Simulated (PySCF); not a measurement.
**A gas-phase reaction: BBrF2 + CH4 → CH3BF2 + BrH**

What reaction energy should one expect for `FB(F)Br` + `C` → `CB(F)F` + `Br`?

Programs: PySCF 2.14.0. All values are calculated, for the isolated system unless a continuum is named. Atoms count from 0, parts from 1.

## 1. Starting point

Each species was relaxed by itself at PBE0-D3(BJ)/def2-SVPD.

## 2. Energies of the species: wB97M-D3(BJ)/def2-TZVPD

The job: settings as JSON, then the geometry in Å.

```
{"job": {"kind": "react", "xc": "wB97M-D3(BJ)", "basis": "def2-TZVPD"}, "charge": 0, "multiplicity": 1}
-1 BBrF2 charge 0 multiplicity 1
F     -0.042070    -1.220580    -0.656600
B      0.080900    -0.047740    -0.077860
F      1.090270     0.724110    -0.412230
Br    -1.181050     0.519860     1.224930

-1 CH4 charge 0 multiplicity 1
C     -0.002220     0.001470     0.001760
H      0.928710    -0.444340    -0.369720
H     -0.067600     1.043960    -0.333360
H     -0.011340    -0.031410     1.098210
H     -0.858670    -0.562340    -0.388110

+1 CH3BF2 charge 0 multiplicity 1
C     -0.317880     0.184730    -0.600450
B      0.396520    -0.261790     0.705330
F      1.694930    -0.067880     0.904920
F     -0.255360    -0.839250     1.707540
H      0.358430     0.168060    -1.465080
H     -1.209110    -0.420910    -0.810120
H     -0.656600     1.227130    -0.476680

+1 BrH charge 0 multiplicity 1
Br     0.714820     0.003560    -0.013550
H     -0.708670    -0.000520     0.013530
```

Method: wB97M-D3(BJ)/def2-TZVPD reaction energy of separated species, gas phase.

Launch:

```
$ OMP_NUM_THREADS=1 python cluster_run.py task.json out
```

One launch serves the whole session: the jobs run in the order shown.

Log:

```text
species 1 (BBrF2)
coarse grid: 23112 points
cycle   1  E = -2798.9013950802  dE = -5.270e-01  |g| = 7.229e-01  |ddm| = 1.686e+00
cycle   2  E = -2798.9112465089  dE = -9.851e-03  |g| = 7.804e-01  |ddm| = 7.323e-01
cycle   3  E = -2798.9955687800  dE = -8.432e-02  |g| = 5.551e-02  |ddm| = 3.433e-01
cycle   4  E = -2798.9960693090  dE = -5.005e-04  |g| = 1.750e-02  |ddm| = 4.544e-02
cycle   5  E = -2798.9961469141  dE = -7.761e-05  |g| = 3.369e-03  |ddm| = 1.773e-02
cycle   6  E = -2798.9961503424  dE = -3.428e-06  |g| = 1.164e-03  |ddm| = 4.248e-03
final grid: 47496 points
cycle   7  E = -2798.9961851111  dE = -3.027e-07  |g| = 8.805e-04  |ddm| = 2.038e-03
cycle   8  E = -2798.9961851707  dE = -5.965e-08  |g| = 7.119e-04  |ddm| = 1.052e-03
cycle   9  E = -2798.9961852389  dE = -6.820e-08  |g| = 5.665e-05  |ddm| = 4.227e-04
cycle  10  E = -2798.9961852404  dE = -1.458e-09  |g| = 3.833e-05  |ddm| = 7.849e-05
cycle  11  E = -2798.9961852408  dE = -4.484e-10  |g| = 5.847e-06  |ddm| = 4.563e-05
converged SCF energy = -2798.9961852408

species 2 (CH4)
coarse grid: 15072 points
cycle   1  E = -40.5278865824  dE = -1.934e-01  |g| = 1.334e-01  |ddm| = 1.251e+00
cycle   2  E = -40.5302992903  dE = -2.413e-03  |g| = 8.952e-02  |ddm| = 1.942e-01
cycle   3  E = -40.5321644703  dE = -1.865e-03  |g| = 5.681e-03  |ddm| = 4.935e-02
cycle   4  E = -40.5321741895  dE = -9.719e-06  |g| = 3.949e-04  |ddm| = 1.280e-02
final grid: 32696 points
cycle   5  E = -40.5321636759  dE = -1.069e-07  |g| = 1.020e-04  |ddm| = 3.263e-03
cycle   6  E = -40.5321636832  dE = -7.247e-09  |g| = 3.504e-05  |ddm| = 8.147e-04
cycle   7  E = -40.5321636838  dE = -6.267e-10  |g| = 1.884e-05  |ddm| = 2.293e-04
converged SCF energy = -40.5321636838

species 3 (CH3BF2)
coarse grid: 28376 points
cycle   1  E = -264.6708157899  dE =  3.808e-01  |g| = 6.577e-01  |ddm| = 1.848e+00
cycle   2  E = -264.6790252826  dE = -8.209e-03  |g| = 7.250e-01  |ddm| = 7.042e-01
cycle   3  E = -264.7476029723  dE = -6.858e-02  |g| = 3.724e-02  |ddm| = 2.912e-01
cycle   4  E = -264.7479433339  dE = -3.404e-04  |g| = 1.653e-02  |ddm| = 4.389e-02
cycle   5  E = -264.7480127413  dE = -6.941e-05  |g| = 3.787e-03  |ddm| = 1.771e-02
cycle   6  E = -264.7480167134  dE = -3.972e-06  |g| = 7.519e-04  |ddm| = 3.959e-03
final grid: 61744 points
cycle   7  E = -264.7479443999  dE = -2.331e-07  |g| = 4.376e-04  |ddm| = 3.384e-03
cycle   8  E = -264.7479444275  dE = -2.766e-08  |g| = 3.507e-04  |ddm| = 6.207e-04
cycle   9  E = -264.7479444453  dE = -1.778e-08  |g| = 5.639e-05  |ddm| = 1.764e-04
cycle  10  E = -264.7479444464  dE = -1.064e-09  |g| = 2.539e-05  |ddm| = 8.949e-05
cycle  11  E = -264.7479444466  dE = -2.301e-10  |g| = 4.484e-06  |ddm| = 4.074e-05
converged SCF energy = -264.7479444466

species 4 (BrH)
coarse grid: 9808 points
cycle   1  E = -2574.7444816441  dE = -1.115e+00  |g| = 2.814e-01  |ddm| = 9.887e-01
cycle   2  E = -2574.7574488054  dE = -1.297e-02  |g| = 1.487e-01  |ddm| = 2.655e-01
cycle   3  E = -2574.7608846349  dE = -3.436e-03  |g| = 8.657e-03  |ddm| = 8.708e-02
cycle   4  E = -2574.7609220003  dE = -3.737e-05  |g| = 2.523e-03  |ddm| = 1.268e-02
cycle   5  E = -2574.7609264308  dE = -4.431e-06  |g| = 6.497e-04  |ddm| = 4.934e-03
final grid: 18448 points
cycle   6  E = -2574.7609110434  dE = -1.922e-07  |g| = 3.886e-04  |ddm| = 9.247e-04
cycle   7  E = -2574.7609110710  dE = -2.760e-08  |g| = 2.731e-04  |ddm| = 3.938e-04
cycle   8  E = -2574.7609110780  dE = -7.082e-09  |g| = 3.377e-05  |ddm| = 1.360e-04
cycle   9  E = -2574.7609110791  dE = -1.043e-09  |g| = 1.120e-05  |ddm| = 6.289e-05
cycle  10  E = -2574.7609110791  dE = -3.183e-11  |g| = 1.705e-06  |ddm| = 1.293e-05
converged SCF energy = -2574.7609110791

Reaction energy = 11.972 kcal/mol
```

Run time: 17 s. Hardware: 1 thread of AMD EPYC 7R43, shared host; peak memory 0.61 GiB.

Species by species (with the dispersion term, which the log's SCF energies lack):

| ν | species | energy (Eh) | HOMO (eV) |
| --- | --- | --- | --- |
| -1 | FB(F)Br | -2798.99890 | -11.45 |
| -1 | C | -40.53455 | -13.46 |
| +1 | CB(F)F | -264.75290 | -12.77 |
| +1 | Br | -2574.76148 | -11.15 |

## 3. Energies of the species: PBE0-D3(BJ)/def2-TZVPD

Settings changed since step 2:

```diff
@@ -1,2 +1,2 @@
-{"job": {"kind": "react", "xc": "wB97M-D3(BJ)", "basis": "def2-TZVPD"}, "charge": 0, "multiplicity": 1}
+{"job": {"kind": "react", "xc": "PBE0", "basis": "def2-TZVPD", "disp": "d3bj"}, "charge": 0, "multiplicity": 1}
 -1 BBrF2 charge 0 multiplicity 1
```

With the program's defaults for keys left out, this is: PBE0-D3(BJ)/def2-TZVPD reaction energy of separated species, gas phase.

Log:

```text
species 1 (BBrF2)
coarse grid: 23112 points
cycle   1  E = -2798.3614128144  dE = -5.757e-01  |g| = 6.764e-01  |ddm| = 1.766e+00
cycle   2  E = -2798.2876244884  dE =  7.379e-02  |g| = 9.858e-01  |ddm| = 7.304e-01
cycle   3  E = -2798.4268669702  dE = -1.392e-01  |g| = 6.378e-02  |ddm| = 4.316e-01
cycle   4  E = -2798.4272718809  dE = -4.049e-04  |g| = 9.879e-03  |ddm| = 4.140e-02
cycle   5  E = -2798.4272822309  dE = -1.035e-05  |g| = 5.241e-03  |ddm| = 9.685e-03
cycle   6  E = -2798.4272895310  dE = -7.300e-06  |g| = 8.083e-04  |ddm| = 4.467e-03
final grid: 47496 points
cycle   7  E = -2798.4273620019  dE =  3.455e-08  |g| = 1.040e-03  |ddm| = 2.165e-03
cycle   8  E = -2798.4273618876  dE =  1.144e-07  |g| = 1.316e-03  |ddm| = 1.653e-03
cycle   9  E = -2798.4273622026  dE = -3.150e-07  |g| = 6.540e-05  |ddm| = 8.776e-04
cycle  10  E = -2798.4273622032  dE = -5.498e-10  |g| = 1.020e-05  |ddm| = 3.409e-05
converged SCF energy = -2798.4273622032

species 2 (CH4)
coarse grid: 3568 points
cycle   1  E = -40.4580522632  dE = -2.008e-01  |g| = 2.716e-01  |ddm| = 1.399e+00
cycle   2  E = -40.4544037460  dE =  3.649e-03  |g| = 2.994e-01  |ddm| = 3.084e-01
cycle   3  E = -40.4772222936  dE = -2.282e-02  |g| = 2.109e-03  |ddm| = 1.505e-01
cycle   4  E = -40.4772231174  dE = -8.238e-07  |g| = 2.139e-04  |ddm| = 2.656e-03
final grid: 32696 points
cycle   5  E = -40.4741143660  dE = -1.408e-05  |g| = 4.499e-03  |ddm| = 5.520e-02
cycle   6  E = -40.4741133323  dE =  1.034e-06  |g| = 4.926e-03  |ddm| = 5.925e-03
cycle   7  E = -40.4741192264  dE = -5.894e-06  |g| = 3.244e-05  |ddm| = 2.491e-03
cycle   8  E = -40.4741192267  dE = -3.383e-10  |g| = 9.450e-06  |ddm| = 1.019e-04
converged SCF energy = -40.4741192267

species 3 (CH3BF2)
coarse grid: 6208 points
cycle   1  E = -264.3511733043  dE =  2.934e-01  |g| = 6.597e-01  |ddm| = 1.957e+00
cycle   2  E = -264.2974666011  dE =  5.371e-02  |g| = 9.266e-01  |ddm| = 7.895e-01
cycle   3  E = -264.4223242524  dE = -1.249e-01  |g| = 6.375e-02  |ddm| = 3.949e-01
cycle   4  E = -264.4231319342  dE = -8.077e-04  |g| = 2.090e-02  |ddm| = 4.696e-02
cycle   5  E = -264.4232278220  dE = -9.589e-05  |g| = 1.441e-03  |ddm| = 1.452e-02
cycle   6  E = -264.4232282052  dE = -3.832e-07  |g| = 1.935e-04  |ddm| = 1.666e-03
final grid: 61744 points
cycle   7  E = -264.4221846362  dE = -9.880e-05  |g| = 6.272e-03  |ddm| = 1.164e-01
cycle   8  E = -264.4221830211  dE =  1.615e-06  |g| = 6.959e-03  |ddm| = 7.102e-03
cycle   9  E = -264.4221914561  dE = -8.435e-06  |g| = 5.734e-04  |ddm| = 3.462e-03
cycle  10  E = -264.4221914879  dE = -3.177e-08  |g| = 3.122e-04  |ddm| = 4.386e-04
cycle  11  E = -264.4221915067  dE = -1.880e-08  |g| = 2.502e-05  |ddm| = 1.659e-04
cycle  12  E = -264.4221915068  dE = -1.168e-10  |g| = 4.822e-06  |ddm| = 2.170e-05
converged SCF energy = -264.4221915068

species 4 (BrH)
coarse grid: 9808 points
cycle   1  E = -2574.4494534786  dE = -1.081e+00  |g| = 2.724e-01  |ddm| = 1.042e+00
cycle   2  E = -2574.4540917511  dE = -4.638e-03  |g| = 1.699e-01  |ddm| = 2.601e-01
cycle   3  E = -2574.4588662087  dE = -4.774e-03  |g| = 3.007e-02  |ddm| = 1.194e-01
cycle   4  E = -2574.4590977005  dE = -2.315e-04  |g| = 4.156e-03  |ddm| = 2.212e-02
cycle   5  E = -2574.4591017030  dE = -4.003e-06  |g| = 1.311e-03  |ddm| = 4.270e-03
final grid: 18448 points
cycle   6  E = -2574.4591027835  dE = -7.034e-08  |g| = 1.375e-03  |ddm| = 2.024e-03
cycle   7  E = -2574.4591027978  dE = -1.432e-08  |g| = 1.399e-03  |ddm| = 1.791e-03
cycle   8  E = -2574.4591030188  dE = -2.209e-07  |g| = 5.149e-05  |ddm| = 8.398e-04
cycle   9  E = -2574.4591030194  dE = -6.717e-10  |g| = 1.027e-05  |ddm| = 4.413e-05
converged SCF energy = -2574.4591030194

Reaction energy = 12.641 kcal/mol
```

Wall time 9.3 s (1 thread of AMD EPYC 7R43, shared host); peak memory 0.58 GiB.

Reaction energy at this level: 12.64 kcal/mol.

## 4. Energies of the species: MP2/def2-TZVPD

Settings changed since step 3:

```diff
@@ -1,2 +1,2 @@
-{"job": {"kind": "react", "xc": "PBE0", "basis": "def2-TZVPD", "disp": "d3bj"}, "charge": 0, "multiplicity": 1}
+{"job": {"kind": "react", "xc": "MP2", "basis": "def2-TZVPD"}, "charge": 0, "multiplicity": 1}
 -1 BBrF2 charge 0 multiplicity 1
```

With the program's defaults for keys left out, this is: MP2/def2-TZVPD reaction energy of separated species, gas phase.

Log:

```text
species 1 (BBrF2)
final grid: 47496 points
cycle   1  E = -2796.1558585014  dE = -5.319e-01  |g| = 6.533e-01  |ddm| = 1.620e+00
cycle   2  E = -2796.2206099368  dE = -6.475e-02  |g| = 3.796e-01  |ddm| = 5.411e-01
cycle   3  E = -2796.2424869109  dE = -2.188e-02  |g| = 4.401e-02  |ddm| = 2.038e-01
cycle   4  E = -2796.2430153192  dE = -5.284e-04  |g| = 1.258e-02  |ddm| = 5.071e-02
cycle   5  E = -2796.2430632214  dE = -4.790e-05  |g| = 2.591e-03  |ddm| = 1.458e-02
cycle   6  E = -2796.2430668436  dE = -3.622e-06  |g| = 7.593e-04  |ddm| = 4.206e-03
cycle   7  E = -2796.2430671987  dE = -3.551e-07  |g| = 2.591e-04  |ddm| = 1.228e-03
cycle   8  E = -2796.2430672323  dE = -3.354e-08  |g| = 8.273e-05  |ddm| = 3.634e-04
cycle   9  E = -2796.2430672363  dE = -4.040e-09  |g| = 2.060e-05  |ddm| = 1.371e-04
cycle  10  E = -2796.2430672367  dE = -3.806e-10  |g| = 4.896e-06  |ddm| = 4.700e-05
converged SCF energy = -2796.2430672367

species 2 (CH4)
final grid: 32696 points
cycle   1  E = -40.2047135284  dE = -1.974e-01  |g| = 1.529e-01  |ddm| = 1.221e+00
cycle   2  E = -40.2121421310  dE = -7.429e-03  |g| = 3.682e-02  |ddm| = 2.041e-01
cycle   3  E = -40.2127050882  dE = -5.630e-04  |g| = 6.404e-03  |ddm| = 3.827e-02
cycle   4  E = -40.2127181875  dE = -1.310e-05  |g| = 1.642e-03  |ddm| = 1.100e-02
cycle   5  E = -40.2127197133  dE = -1.526e-06  |g| = 2.165e-04  |ddm| = 6.916e-03
cycle   6  E = -40.2127197465  dE = -3.320e-08  |g| = 2.839e-05  |ddm| = 1.798e-03
cycle   7  E = -40.2127197469  dE = -4.271e-10  |g| = 1.324e-06  |ddm| = 7.250e-05
converged SCF energy = -40.2127197469

species 3 (CH3BF2)
final grid: 61744 points
cycle   1  E = -263.3566497162  dE =  3.976e-01  |g| = 6.154e-01  |ddm| = 1.750e+00
cycle   2  E = -263.4162933485  dE = -5.964e-02  |g| = 3.570e-01  |ddm| = 5.426e-01
cycle   3  E = -263.4338914163  dE = -1.760e-02  |g| = 4.771e-02  |ddm| = 1.774e-01
cycle   4  E = -263.4346461645  dE = -7.547e-04  |g| = 9.756e-03  |ddm| = 6.432e-02
cycle   5  E = -263.4346852685  dE = -3.910e-05  |g| = 2.187e-03  |ddm| = 1.223e-02
cycle   6  E = -263.4346881024  dE = -2.834e-06  |g| = 4.710e-04  |ddm| = 6.237e-03
cycle   7  E = -263.4346882287  dE = -1.263e-07  |g| = 9.988e-05  |ddm| = 1.387e-03
cycle   8  E = -263.4346882338  dE = -5.105e-09  |g| = 2.662e-05  |ddm| = 2.161e-04
cycle   9  E = -263.4346882341  dE = -2.482e-10  |g| = 5.792e-06  |ddm| = 3.567e-05
converged SCF energy = -263.4346882341

species 4 (BrH)
final grid: 18448 points
cycle   1  E = -2572.9852621400  dE = -1.144e+00  |g| = 2.202e-01  |ddm| = 9.639e-01
cycle   2  E = -2572.9999185633  dE = -1.466e-02  |g| = 7.760e-02  |ddm| = 2.157e-01
cycle   3  E = -2573.0014423444  dE = -1.524e-03  |g| = 1.588e-02  |ddm| = 5.815e-02
cycle   4  E = -2573.0016142448  dE = -1.719e-04  |g| = 5.005e-03  |ddm| = 1.886e-02
cycle   5  E = -2573.0016333706  dE = -1.913e-05  |g| = 1.691e-03  |ddm| = 6.805e-03
cycle   6  E = -2573.0016347737  dE = -1.403e-06  |g| = 3.418e-04  |ddm| = 2.059e-03
cycle   7  E = -2573.0016348474  dE = -7.364e-08  |g| = 5.979e-05  |ddm| = 6.414e-04
cycle   8  E = -2573.0016348488  dE = -1.416e-09  |g| = 8.468e-06  |ddm| = 8.660e-05
cycle   9  E = -2573.0016348488  dE = -5.093e-11  |g| = 1.310e-06  |ddm| = 1.889e-05
converged SCF energy = -2573.0016348488

Reaction energy = 15.132 kcal/mol
```

Wall time 4.6 s (1 thread of AMD EPYC 7R43, shared host); peak memory 0.43 GiB.

Reaction energy at this level: 15.13 kcal/mol.

## 5. Comparing the runs

Energies in kcal/mol, with wall time:

| run | reaction | time |
| --- | --- | --- |
| wB97M-D3(BJ)/def2-TZVPD | 11.97 | 17 s |
| PBE0-D3(BJ)/def2-TZVPD | 12.64 | 9.3 s |
| MP2/def2-TZVPD | 15.13 | 4.6 s |

## 6. Summary of results

```
                                                quantity                    value
               reaction energy (wB97M-D3(BJ)/def2-TZVPD)           11.97 kcal/mol
                     ΔH, ΔG at 298 K (xTB thermal terms)      +9.6, +8.4 kcal/mol
range of the reaction energy over the runs of this table  11.97 to 15.13 kcal/mol
```

In words: The reaction is endothermic by 9.6 kcal/mol in the gas phase; dispersion gives -0.26, and xTB itself gave 20.05 for the electronic energy (xTB energies and thermal terms come from the earlier relaxation of each species, not shown). No barrier was sought. The reaction energy runs from 11.97 (wB97M-D3(BJ)/def2-TZVPD) to 15.13 kcal/mol (MP2/def2-TZVPD).
